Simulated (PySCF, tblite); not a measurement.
# BH6NO3Si, a small molecule taken as a stand-in for a surface group (boron hydroxide): NMR shifts, core binding energies and electronic excitations

Wanted: the NMR shifts, core binding energies and electronic excitations for `N[SiH2]OB(O)O`.

Programs: tblite 0.8.0 and PySCF 2.14.0. All values are calculated, for the isolated system unless a continuum is named. Atoms count from 0, parts from 1.

### 1 The system as given

12 atoms, charge 0, multiplicity 1; geometry: distance geometry start.

### 2 Geometry optimisation with GFN2-xTB

The job: settings as JSON, then the geometry in Å.

```
{"job": {"kind": "relax", "xc": "GFN2-xTB", "basis": "xTB"}, "charge": 0, "multiplicity": 1}
O     -1.668720     0.690068     1.706990
B     -0.533260    -0.253035     1.569582
O     -0.694393    -1.553261     2.292423
O      0.145083    -0.277855     0.248177
Si    -0.107737    -1.563718    -0.977079
N      1.435281    -1.780727    -1.925736
H     -2.302637     0.920954     0.989676
H     -0.401760    -1.757211     3.189865
H     -0.448251    -2.777376    -0.336466
H     -1.162413    -1.162307    -1.846013
H      2.222313    -1.236720    -1.645231
H      1.628305    -2.730512    -2.237935
```

Level: GFN2-xTB geometry optimisation, gas phase.

Command:

```bash
> OMP_NUM_THREADS=1 python cluster_run.py task.json out
```

This one command runs all jobs of the session in turn.

**Question.** The jobs that follow are: PBE0-D3(BJ)/def2-SVP geometry optimisation, gas phase; GIAO PBE0/pcSseg-2 NMR shielding, non-relativistic, gas phase; delta-SCF UKS SCAN, pcX-2 on the ionised atom, pcseg-1 elsewhere, spin-free X2C; TDDFT CAM-B3LYP/def2-SVPD, vertical, gas phase, core orbitals frozen in the response. Predict: point group; rotational constants (main isotopes); $^{1}$H shifts against TMS (PBE0/pcSseg-2); $^{17}$O shifts against H2O (PBE0/pcSseg-2); $^{11}$B shifts against BF3·OEt2 (PBE0/pcSseg-2); $^{29}$Si shifts against TMS (PBE0/pcSseg-2); $^{15}$N shifts against NH3 (PBE0/pcSseg-2); O1s binding energies, SCAN/pcX-2; B1s binding energies, SCAN/pcX-2; Si2p binding energies, SCAN/pcX-2; lowest singlet (CAM-B3LYP/def2-SVPD); lowest triplet; vertical ionisation energy (ΔSCF).

As calculated:

| quantity | value |
| --- | --- |
| point group | C1 |
| rotational constants (main isotopes) | 5.84, 1.73, 1.45 GHz |
| $^{1}$H shifts against TMS (PBE0/pcSseg-2) | 4.99, 4.66, 2.96, 2.86, 1.54, 1.28 ppm |
| $^{17}$O shifts against H2O (PBE0/pcSseg-2) | 122.8, 85.8, 80.9 ppm |
| $^{11}$B shifts against BF3·OEt2 (PBE0/pcSseg-2) | 17.8 ppm |
| $^{29}$Si shifts against TMS (PBE0/pcSseg-2) | -32.6 ppm |
| $^{15}$N shifts against NH3 (PBE0/pcSseg-2) | 35.7 ppm |
| O1s binding energies, SCAN/pcX-2 | O2 539.21, O0 539.15, O3 538.01 eV |
| B1s binding energies, SCAN/pcX-2 | B1 198.22 eV |
| Si2p binding energies, SCAN/pcX-2 | Si4 107.65 eV |
| lowest singlet (CAM-B3LYP/def2-SVPD) | 6.91 eV (180 nm), f = 0.062 |
| lowest triplet | 6.54 eV |
| vertical ionisation energy (ΔSCF) | 10.23 eV |

In words: The optimisation took 22 steps and gained 0.320 eV; among the close pairs (by a distance rule), O3–Si4 changed most, from 1.623 to 1.687 Å (PBE0/def2-SVP). No frequency check was run at this level, so the end point may be a saddle. At PBE0/pcSseg-2: The widest tensor belongs to O0: span 123 ppm, with a paramagnetic part of -143 ppm. O2 (oxygen bonded to B, H) binds its O1s electron 1.20 eV more tightly than O3 (oxygen bonded to B, Si). The first singlet state (HOMO→LUMO+1 0.44, HOMO→LUMO 0.41) lies at 6.91 eV and is bright. The lowest triplet lies 0.36 eV below the lowest singlet (triplets in Tamm-Dancoff, singlets in full TDDFT). The orbital energy would give 9.22 eV for ionisation, ΔSCF gives 10.23 eV. A capped cluster stands for the solid here, so long-range fields and strain are missing, and bands or shifts of the capping hydrogens have no counterpart in it.
